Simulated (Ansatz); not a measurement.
# Zr2Ti3C5: the cost of one run

Method: DFT PBE, scalar-relativistic, plane waves, PAW, in Ansatz 0.2.0.

**1. Starting point**

The structure is trigonal, space group R-3m (No. 166). The conventional cell has a = 3.414 Å, b = 3.414 Å, c = 41.814 Å, α = 90.00°, β = 90.00°, γ = 120.00°. Zr (site symmetry 3m) is surrounded by 6 C at 2.41 Å. Around Ti (site symmetry 3m) lie 6 C at 2.41 Å. Ti (site symmetry -3m) has 6 C at 2.41 Å in its first shell of neighbours. C (site symmetry 3m) has 6 Ti at 2.41 Å in its first shell of neighbours. C (site symmetry 3m) is surrounded by 3 Zr at 2.41 Å and 3 Ti at 2.41 Å. Around C (site symmetry -3m) lie 6 Zr at 2.41 Å.

As a file:

```cif
data_structure
_symmetry_space_group_name_H-M 'P 1'
_symmetry_Int_Tables_number 1
_cell_length_a 14.0766
_cell_length_b 14.0766
_cell_length_c 14.0766
_cell_angle_alpha 13.931
_cell_angle_beta 13.931
_cell_angle_gamma 13.931
_cell_volume 140.69
loop_
_atom_site_label
_atom_site_type_symbol
_atom_site_fract_x
_atom_site_fract_y
_atom_site_fract_z
_atom_site_occupancy
Zr1 Zr 0.20000 0.20000 0.20000 1
Zr2 Zr 0.80000 0.80000 0.80000 1
Ti1 Ti 0.40000 0.40000 0.40000 1
Ti2 Ti 0.00000 0.00000 0.00000 1
Ti3 Ti 0.60000 0.60000 0.60000 1
C1 C 0.70000 0.70000 0.70000 1
C2 C 0.30000 0.30000 0.30000 1
C3 C 0.90000 0.90000 0.90000 1
C4 C 0.50000 0.50000 0.50000 1
C5 C 0.10000 0.10000 0.10000 1
```

The start is an ordering of an alloy on its end members' structure types: elements ordered on the sites of the TiC type, Ti/Zr on Ti (R-3m, No. 166).

**2. Probe: one point on a coarse mesh**

input.yaml

```yaml
crystal:
  lattice:
    - [1.70704176, 0.98556102, 13.9379376]
    - [-1.70704176, 0.98556102, 13.9379376]
    - [0.0, -1.97112204, 13.9379376]
  atoms:
    - { symbol: Zr, position: [0.2, 0.2, 0.2] }
    - { symbol: Zr, position: [0.8, 0.8, 0.8] }
    - { symbol: Ti, position: [0.4, 0.4, 0.4] }
    - { symbol: Ti, position: [0.0, 0.0, 0.0] }
    - { symbol: Ti, position: [0.6, 0.6, 0.6] }
    - { symbol: C, position: [0.7, 0.7, 0.7] }
    - { symbol: C, position: [0.3, 0.3, 0.3] }
    - { symbol: C, position: [0.9, 0.9, 0.9] }
    - { symbol: C, position: [0.5, 0.5, 0.5] }
    - { symbol: C, position: [0.1, 0.1, 0.1] }
basis:
  ecutwfc: 420
kpoints:
  mp_grid: { grid: [6, 6, 6] }
hamiltonian:
  xc: pbe
scf:
  occupations: { method: gaussian, width: 0.1 }
  lower_state_search: "off"
output:
  forces: true
  stress: true
  eigenvalues: true
```

The run is started by

```console
$ ansatz run input.yaml --threads 4 --pin off --max-ram 8192MiB --backend cpu --events-out ev --progress --plain --runs-dir out
```

Q: Estimate wall time and peak memory on 4 threads of Intel Xeon at 2.50GHz (Skylake/Cascade Lake), shared host.

About 8.6 s, with a peak of 0.65 GiB.
